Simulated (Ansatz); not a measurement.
Ni, space group Im-3m: a comparison of functionals at one structure, run with Ansatz 0.2.0 through its Python package.

The script, `ni.py`:
```python
'''One structure of Ni under several functionals.'''

from dataclasses import dataclass

import ansatz as az
import pandas as pd
from pymatgen.core import Lattice, Structure
from pymatgen.io.ase import AseAtomsAdaptor


@dataclass
class Settings:
    kmesh: tuple[int, ...] = (17, 17, 17)
    width_ev: float = 0.1


opts = Settings()

pmg_structure = Structure(
    Lattice([(-1.38372, 1.38372, 1.38372), (1.38372, -1.38372, 1.38372), (1.38372, 1.38372, -1.38372)]),
    ['Ni'],
    [
        (0.0, 0.0, 0.0),
    ],
)
ni = az.Crystal.from_ase(AseAtomsAdaptor.get_atoms(pmg_structure)).moments(Ni=1.0)

setup = (
    ni.calculation()
    .basis(39 * az.Ry)
    .kpoints(*opts.kmesh)
    .occupations(az.OccupationsMethod.FERMI_DIRAC, width=opts.width_ev)  # fractional filling near the Fermi level
    .spin('collinear')
    .stress()  # positive in compression
)

rows = []
for value in ['r2scan', 'pbesol', 'blyp']:
    summary = setup.functional(value).run(threads=1, pin='off').report
    rows.append((value, summary['free_energy_ev'] / len(summary['lattice']['sites']), summary['n_iterations'], sum(summary['stress_gpa'][i][i] for i in range(3)) / 3, summary['magnetization_mub'], summary['n_kpoints']))

table = pd.DataFrame(rows, columns=['functional', 'F/atom (eV)', 'iterations', 'P (GPa)', 'moment (muB)', 'k-points'])
print(table.round(5).to_string(index=False))
```

Rank the functionals by the pressure that they give at this structure. What does the order say about their lattices?

From lowest to highest: PBEsol (-2.5 GPa), r2SCAN (0.0 GPa) and BLYP (17.4 GPa). At a fixed cell a lower pressure usually means a smaller equilibrium volume, so PBEsol prefers the smallest cell and BLYP the largest.

The output:

```console
$ python ni.py
functional  F/atom (eV)  iterations  P (GPa)  moment (muB)  k-points
    r2scan  -5845.19121          15 -0.00417       0.65427       165
    pbesol  -5804.89521          13 -2.52718       0.49737       165
      blyp  -5848.16915          14 17.42024       0.43994       165
```

Notes:
- The magnetic order follows from the starting moments and needn't be the lowest.
- BLYP can be off by several per cent in the lattices of metals, and by several GPa in the pressure at a fixed cell.
- The overall sign of a collinear moment is arbitrary, and semilocal functionals can give small moments to compounds that are paramagnetic.
- Pressure is positive in compression.
- r2SCAN tends to overestimate the moments of itinerant magnets.
- This isn't the structure that Ni takes at ambient conditions.
- Total energies of different functionals can't be compared; pressures, moments and gaps at this one structure can.
- Hardware and time: 26 s on 1 thread of Arm Neoverse V2 (shared host), peak memory 0.52 GiB.
